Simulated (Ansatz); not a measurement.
# ScAl3: the cost of one run

Program: Ansatz 0.2.0. Level of theory: DFT PBE, scalar-relativistic, plane waves, PAW. These are calculated values, not measurements.

## 1. Starting point

The structure is cubic, space group Pm-3m (No. 221). The conventional cell has a = 4.100 Å, b = 4.100 Å, c = 4.100 Å, α = 90.00°, β = 90.00°, γ = 90.00°. Around Al (site symmetry 4/mmm) lie 8 Al at 2.90 Å and 4 Sc at 2.90 Å. Around Sc (site symmetry m-3m) lie 12 Al at 2.90 Å.

Structure file:

```cif
data_structure
_symmetry_space_group_name_H-M 'Pm-3m'
_symmetry_Int_Tables_number 221
_cell_length_a 4.1000
_cell_length_b 4.1000
_cell_length_c 4.1000
_cell_angle_alpha 90.000
_cell_angle_beta 90.000
_cell_angle_gamma 90.000
_cell_volume 68.92
loop_
_atom_site_label
_atom_site_type_symbol
_atom_site_symmetry_multiplicity
_atom_site_Wyckoff_symbol
_atom_site_fract_x
_atom_site_fract_y
_atom_site_fract_z
_atom_site_occupancy
Al1 Al 3 c 0.00000 0.50000 0.50000 1
Sc1 Sc 1 a 0.00000 0.00000 0.00000 1
```

## 2. Relaxing cell and atoms: ScAl3, no spin

The input, input.yaml:

```yaml
crystal:
  lattice:
    - [4.1, 0.0, 0.0]
    - [0.0, 4.1, 0.0]
    - [0.0, 0.0, 4.1]
  atoms:
    - { symbol: Al, position: [0.0, 0.5, 0.5] }
    - { symbol: Al, position: [0.5, 0.0, 0.5] }
    - { symbol: Al, position: [0.5, 0.5, 0.0] }
    - { symbol: Sc, position: [0.0, 0.0, 0.0] }
scf:
  occupations: { method: gaussian, width: 0.1 }
output:
  forces: true
  stress: true
  eigenvalues: true
  write_density: true
  write_potential: true
  elf: true
  volumetric_format: npy
kpoints:
  mp_grid: { grid: [16, 16, 16] }
hamiltonian:
  xc: pbe
relax:
  f_tol: 0.003
  max_steps: 60
  cell: { stress_tol: 0.02 }
```

Started as:

```
ansatz run input.yaml --threads 4 --pin off --max-ram 8192MiB --backend cpu --events-out ev --progress --plain --runs-dir out
```

Q: Estimate wall time and peak memory on 4 threads of Arm Neoverse N1, shared host.

About 21 s, with a peak of 0.48 GiB.
